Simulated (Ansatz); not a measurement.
A run of Ansatz 0.2.0:

input.yaml

```yaml
crystal:
  lattice:
    - [4.803758, 0.0, 0.0]
    - [0.0, 4.803758, 0.0]
    - [0.0, 0.0, 4.803758]
  atoms:
    - { symbol: In, position: [0.5, 0.5, 0.0] }
    - { symbol: In, position: [0.5, 0.0, 0.5] }
    - { symbol: In, position: [0.0, 0.5, 0.5] }
    - { symbol: Se, position: [0.0, 0.0, 0.0] }
kpoints:
  mp_grid: { grid: [6, 6, 6] }
  band_path:
    path:
      - [0.0, 0.0, 0.0]
      - [0.0, 0.5, 0.0]
      - [0.5, 0.5, 0.0]
      - [0.0, 0.0, 0.0]
      - [0.5, 0.5, 0.5]
      - [0.0, 0.5, 0.0]
    npoints: 8
scf:
  occupations: { method: fermi_dirac, width: 0.05 }
hamiltonian:
  xc: pbesol
  pseudopotentials: { kind: all_electron, lapw: { basis_error: 0.002 } }
output:
  forces: true
  stress: true
  eigenvalues: true
```

Potentials or basis: all-electron LAPW, scalar-relativistic.

Launch:

```console
$ ansatz run input.yaml --threads 2 --pin off --max-ram 8192MiB --backend cpu --events-out ev --progress --plain --runs-dir out
```

Hardware: 2 threads of Arm Neoverse V2 (shared host).

**Question.** How long does it take, and how much memory?

**Answer.** It took 13 s on 2 threads of Arm Neoverse V2 (shared host), peak memory 0.36 GiB. Counts: scf iterations 9, plane waves 461, k points 20, bands 53.
